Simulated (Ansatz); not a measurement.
# Sn: the cost of one run

All numbers are computed with Ansatz 0.2.0 through its Python package. The levels of theory stand in the script.

### 1 The structure

The structure is cubic, space group Im-3m (No. 229). Conventional cell: a = 3.789 Å, b = 3.789 Å, c = 3.789 Å, α = 90.00°, β = 90.00°, γ = 90.00°. Around Sn (site symmetry m-3m) lie 8 Sn at 3.28 Å.

No structure file is read: the coordinates are typed or built in the script.

### 2 Script

Input file sn_lattice.py:

```python
"""How the lattice of Sn depends on the functional."""

import warnings

import ansatz as az
import numpy as np

WIDTH_EV = 0.1

def edges_and_angles(cell):
    cell = np.asarray(cell)
    a, b, c = np.linalg.norm(cell, axis=1)
    cosines = cell[1] @ cell[2] / (b * c), cell[0] @ cell[2] / (a * c), cell[0] @ cell[1] / (a * b)
    return (a, b, c, *np.degrees(np.arccos(cosines)))


def main() -> None:
    warnings.simplefilter("ignore", az.DeckWarning)

    structure = (
        az.Lattice.of((-1.89465182, 1.89465182, 1.89465182), (1.89465182, -1.89465182, 1.89465182), (1.89465182, 1.89465182, -1.89465182))
        .atom("Sn", (0.0, 0.0, 0.0))
    )

    calculation = (
        structure.calculation()
        .occupations(az.OccupationsMethod.COLD, width=WIDTH_EV)
        .kpoints(12, center="gamma")
        .relax(cell=True, max_steps=100)
    )

    levels = [("pbesol", "none"), ("lda", "none"), ("r2scan", "none")]
    print("level            a       b       c    alpha   beta  gamma  V/atom  steps")
    for name, dispersion in levels:
        seen = []
        run = calculation.functional(name, dispersion=dispersion).session().plan()
        outcome = run.execute(on_event=lambda e: seen.append(e) if e["event"] == "relax_step" else None)
        cell = outcome.lattice.cell_ang
        label = name if dispersion == "none" else f"{name}+{dispersion}"
        print("{:13s} {:7.4f} {:7.4f} {:7.4f} {:6.2f} {:6.2f} {:6.2f}".format(label, *edges_and_angles(cell)), f"{abs(np.linalg.det(cell)) / len(outcome.lattice.sites):7.3f} {len(seen):5d}")


if __name__ == "__main__":
    main()
```

### 3 The calls as engine input

The package turns the script's settings into the engine's input (first run):

```yaml
crystal:
  lattice:
    - [-1.89465182, 1.89465182, 1.89465182]
    - [1.89465182, -1.89465182, 1.89465182]
    - [1.89465182, 1.89465182, -1.89465182]
  atoms:
    - { symbol: Sn, position: [0.0, 0.0, 0.0] }
kpoints:
  mp_grid:
    grid: [12, 12, 12]
    shift: [0.0, 0.0, 0.0]
hamiltonian:
  xc: pbesol
  dispersion: none
scf:
  occupations:
    method: cold
    width: 0.1
relax:
  max_steps: 100
  cell: {}
```

### 4 Running it

Command:

```bash
> python sn_lattice.py
```

Q: Estimate wall time and peak memory on 1 thread of Arm Neoverse V1, shared host.

About 25 s, with a peak of 0.47 GiB.
